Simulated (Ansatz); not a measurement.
Predict the output of the script below (Ansatz's Python interface).

The script reads `al2bfh4o.xyz`:
```text
9

F    -1.59450   -0.94780    1.25830
B    -0.60880   -0.02930    0.75170
Al    1.28060   -0.19390    1.50700
O    -0.87210    1.08170   -0.15590
Al   -0.80530    0.37610   -1.87110
H     2.45140    0.83430    1.04370
H     1.67910   -1.34250    2.58040
H    -2.03520   -0.28640   -2.54860
H     0.59340    0.46160   -2.58260
```

`ip.py`
```python
# -*- coding: utf-8 -*-
"""Removing and adding an electron on Al2BFH4O at fixed geometry."""

import ansatz


def total_energy(molecule, charge=0, unpaired=0):
    calc = molecule.calculation().basis(gaussian="def2-SVPD").functional("cam_b3lyp")
    if charge:
        calc = calc.charge(charge)
    if unpaired:
        calc = calc.spin("collinear", total=unpaired)
    report = calc.run(threads=1, backend="cpu").report
    if report["published_state_doubts"]:
        print("  doubts:", report["published_state_doubts"])
    return report["free_energy_ev"]


def main():
    geometry = ansatz.Crystal.molecule_from_extxyz("al2bfh4o.xyz")

    # total-energy differences at one geometry
    parent = total_energy(geometry, 0, 0)
    cation = total_energy(geometry, 1, 1)
    print(f"E(N)   = {parent:.5f} eV")
    print(f"E(N-1) = {cation:.5f} eV  (1 unpaired)")
    print(f"vertical ionisation energy {cation - parent:.3f} eV")
    anion = total_energy(geometry, -1, 1)
    print(f"E(N+1) = {anion:.5f} eV  (1 unpaired)")
    print(f"vertical electron affinity {parent - anion:.3f} eV" + ("" if anion < parent else " (unbound in this basis)"))
    print(f"fundamental gap IP - EA = {cation + anion - 2 * parent:.3f} eV")


if __name__ == "__main__":
    main()
```

```console
$ python ip.py
E(N)   = -18691.58187 eV
E(N-1) = -18681.70739 eV  (1 unpaired)
vertical ionisation energy 9.874 eV
E(N+1) = -18692.85794 eV  (1 unpaired)
vertical electron affinity 1.276 eV
fundamental gap IP - EA = 8.598 eV
```

At this unrelaxed geometry removing an electron costs 9.87 eV and adding one releases 1.28 eV.

Total energies depend on the basis set; only differences at equal settings carry meaning. The geometry is a force-field or estimated start, not a minimum of this method, and the basis set is short of its limit. All parts are taken at fixed geometry, without zero-point energy. At an unrelaxed start these energies can be a whole eV from those at the minimum, and a small affinity can change sign. Wall time of the script: 83 s on 1 thread of AMD EPYC 7R43 64-Core Processor (Zen 3), on a shared host, peak memory 0.62 GiB.

(A comment or docstring line of the script was reworded after the run, the code is as it ran; lines on the test bed's own set-up are left out of the output.)
